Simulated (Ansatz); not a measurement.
# GeH7NSi: basis-set convergence

The task here is to estimate one member of a computed series from the others.

The runs use Ansatz 0.2.0, Gaussian basis; one geometry, several basis sets.

Plan: PBE0-D4/def2-SVP; ωB97M-V/def2-SVP; PBE0-D4/def2-QZVPP; ωB97M-V/def2-QZVPP; the functionals' def2-TZVPP values are taken from earlier runs.

**The relaxed structure**

All runs share one geometry, relaxed beforehand with PBE0-D4 in a triple-zeta def2 set.

SMILES `N[SiH2][GeH3]`, 10 atoms, charge 0, spin multiplicity 1.

Atoms are counted from 1 here; the program's logs count them from 0.

Bond lengths: N1–Si2 1.723 Å, N1–H4 1.007 Å, N1–H5 1.008 Å, Si2–Ge3 2.379 Å, Si2–H6 1.487 Å, Si2–H7 1.496 Å, Ge3–H8 1.542 Å, Ge3–H9 1.538 Å, Ge3–H10 1.539 Å. Angles: Si2–N1–H4 119.8°, Si2–N1–H5 119.6°, H4–N1–H5 110.8°, N1–Si2–Ge3 108.4°, N1–Si2–H6 107.4°, N1–Si2–H7 115.7°, Ge3–Si2–H6 110.7°, Ge3–Si2–H7 107.9°, H6–Si2–H7 106.7°, Si2–Ge3–H8 110.4°, Si2–Ge3–H9 111.7°, Si2–Ge3–H10 111.0°, H8–Ge3–H9 107.7°, H8–Ge3–H10 107.6°, H9–Ge3–H10 108.4°.

The first run:

in.yaml

```yaml
crystal:
  periodic: [false, false, false]
  atoms:
    - {symbol: N, position_ang: [-1.527365, 0.524901, -0.780940]}
    - {symbol: Si, position_ang: [0.132513, 0.793358, -0.405774]}
    - {symbol: Ge, position_ang: [0.892585, -0.998424, 0.961775]}
    - {symbol: H, position_ang: [-1.819000, -0.364501, -1.153108]}
    - {symbol: H, position_ang: [-2.077401, 1.273325, -1.171901]}
    - {symbol: H, position_ang: [0.220210, 2.085428, 0.325748]}
    - {symbol: H, position_ang: [1.053761, 0.900133, -1.579815]}
    - {symbol: H, position_ang: [0.601844, -2.351616, 0.282978]}
    - {symbol: H, position_ang: [0.194158, -1.002799, 2.332003]}
    - {symbol: H, position_ang: [2.411795, -0.910906, 1.191933]}
basis:
  gaussian: {orbitals: def2-SVP}
hamiltonian: {xc: pbe0, dispersion: d4}
output: {orbitals: {seedname: orbitals}}
```

Command:

```
$ ansatz run in.yaml --threads 2 --pin off --events-out ev --progress --plain --max-ram 4352MiB
```

Steps of the session up to this table: PBE0-D4 in def2-SVP; ωB97M-V in def2-SVP; PBE0-D4 in def2-QZVPP; ωB97M-V in def2-QZVPP.

One table of the session follows, with a row left open; its other results are not shown here.

| functional | basis | HOMO (eV) | LUMO (eV) |
| --- | --- | --- | --- |
| PBE0-D4 | def2-SVP | -7.15 | 0.38 |
| PBE0-D4 | def2-TZVPP | -7.34 | -0.02 |
| PBE0-D4 | def2-QZVPP | -7.37 | -0.17 |
| ωB97M-V | def2-SVP | -9.37 | 2.20 |
| ωB97M-V | def2-TZVPP | -9.56 | 1.59 |
| ωB97M-V | def2-QZVPP | ? | ? |

Estimate the missing values for ωB97M-V, def2-QZVPP.

The run gave: HOMO (eV): -9.59; LUMO (eV): 1.24. In the column «HOMO (eV)» it is the lowest.
